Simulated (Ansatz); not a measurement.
Task: a rigid torsion scan of B₂H₆NP, SMILES BNBP, with the Python package of Ansatz (0.2.0). Give the script and its output. Level of theory (for the species named): CAM-B3LYP, def2-SVP basis, multiplicity 1.

```xyz
10

B    -1.4575    0.3170    0.8637
N    -0.8399    0.1925   -0.5230
B     0.4153   -0.6603   -0.3961
P     2.1169    0.0365   -0.9802
H    -0.9076    0.9386    1.7061
H    -2.4676   -0.2417    1.1195
H    -1.5094   -0.3461   -1.1172
H     0.3447   -1.7793   -0.0178
H     1.6594    1.4148   -1.0246
H     2.6456    0.1280    0.3696
```

`torsion_b2h6np.py`
```python
# -*- coding: utf-8 -*-
"""Rigid torsion scan of B2H6NP."""

import ansatz as az
from ase import Atoms


def main():
    atoms = Atoms(["B", "N", "B", "P", "H", "H", "H", "H", "H", "H"], positions=[
        (-1.4575, 0.317, 0.8637),
        (-0.8399, 0.1925, -0.523),
        (0.4153, -0.6603, -0.3961),
        (2.1169, 0.0365, -0.9802),
        (-0.9076, 0.9386, 1.7061),
        (-2.4676, -0.2417, 1.1195),
        (-1.5094, -0.3461, -1.1172),
        (0.3447, -1.7793, -0.0178),
        (1.6594, 1.4148, -1.0246),
        (2.6456, 0.128, 0.3696),
    ])

    # start the scan from a relaxed geometry
    first = (
        az.Crystal.molecule_from_ase(atoms).calculation()
        .basis(gaussian="def2-SVP")
        .functional("cam_b3lyp")
        .relax(force_tolerance=0.02, max_steps=80)
    )
    atoms.positions = first.run(threads=1).report["positions_ang"]

    start = atoms.get_dihedral(3, 2, 1, 0)
    energies = {}
    for turn in range(0, 360, 40):
        turned = atoms.copy()
        turned.set_dihedral(3, 2, 1, 0, start + turn, indices=[0, 1, 4, 5, 6])
        base = (
            az.Crystal.molecule_from_ase(turned).calculation()
            .basis(gaussian="def2-SVP")
            .functional("cam_b3lyp")
        )
        energies[round((start + turn) % 360)] = base.run(threads=1).report["free_energy_ev"]
    floor = min(energies.values())
    print("dihedral P3-B2-N1-B0 (deg)   E - E(min) (eV)")
    for angle, e in sorted(energies.items()):
        print(f"{angle:8d} {(e - floor):14.3f}  " + "#" * int(30 * (e - floor) / max(max(energies.values()) - floor, 1e-9)))


if __name__ == "__main__":
    main()
```

`python torsion_b2h6np.py` gives:
```text
dihedral P3-B2-N1-B0 (deg)   E - E(min) (eV)
      37          0.258  ###########
      77          0.677  ##############################
     117          0.489  #####################
     157          0.045  ##
     197          0.070  ###
     237          0.529  #######################
     277          0.653  ############################
     317          0.224  #########
     357          0.000
```

The lowest point is at 357° and the highest at 77°, 0.677 eV (65.3 kJ/mol) above it, with the rest of the molecule held.

The scan is rigid and the energies are electronic, in a modest basis. With rigid groups the curve can differ much from the relaxed path, the start wasn't checked as a minimum of this torsion, and equivalent turns needn't return to the same energy. Timing: 91 s on 1 thread of Arm Neoverse V1 (shared host), peak memory 0.27 GiB.
